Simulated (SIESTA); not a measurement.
Runs of SIESTA 5.4.2 on MoP. The cell holds a slab with vacuum, 8 atoms: a = 3.191 Å, b = 3.223 Å, c = 24.304 Å, α = 90.00°, β = 90.00°, γ = 90.00°. 

| level | potentials or basis | gap on the mesh (eV) | largest force (eV/Å) | work function (eV) |
| --- | --- | --- | --- | --- |
| AM05 | PseudoDojo 0.4 standard (PBEsol files), DZP (energy shift 0.003 Ry; two zetas on semicore shells) | none | 2.01 | 4.61 |
| PW91 | PseudoDojo 0.4 standard (PBE files), DZP (energy shift 0.003 Ry; two zetas on semicore shells) | none | (c) | 4.67 |
| LDA | PseudoDojo 0.4 standard (LDA files), DZP (energy shift 0.003 Ry; two zetas on semicore shells) | none | 2.12 | 4.90 |
| WC | PseudoDojo 0.4 standard (PBEsol files), DZP (energy shift 0.003 Ry; two zetas on semicore shells) | none | 1.84 | 4.70 |
| PBEsol | PseudoDojo 0.4 standard (PBEsol files), DZP (energy shift 0.003 Ry; two zetas on semicore shells) | none | (b) | 4.72 |
| revPBE | PseudoDojo 0.4 standard (PBE files), DZP (energy shift 0.003 Ry; two zetas on semicore shells) | none | 1.79 | (a) |

Alike in all rows: task single point; no spin polarisation; cell as given; k mesh 6 × 6 × 1; smearing fermi-dirac 0.05 eV; grid cutoff 800 Ry; energy shift 0.003 Ry.

Question: Fill in the values left out.

Answer: (a) 4.52; (b) 1.92; (c) 1.80.

Caveats: the basis of atomic orbitals isn't converged, which shifts pressures, moduli and gaps; the potentials were made for another functional, which shifts forces and pressure (some runs).

A k mesh can miss the band edges, and the runs leave out spin-orbit coupling on Mo.

A gap of «none» marks a metal or a gap under the smearing width.

Runs at the PBE level aren't shown here.
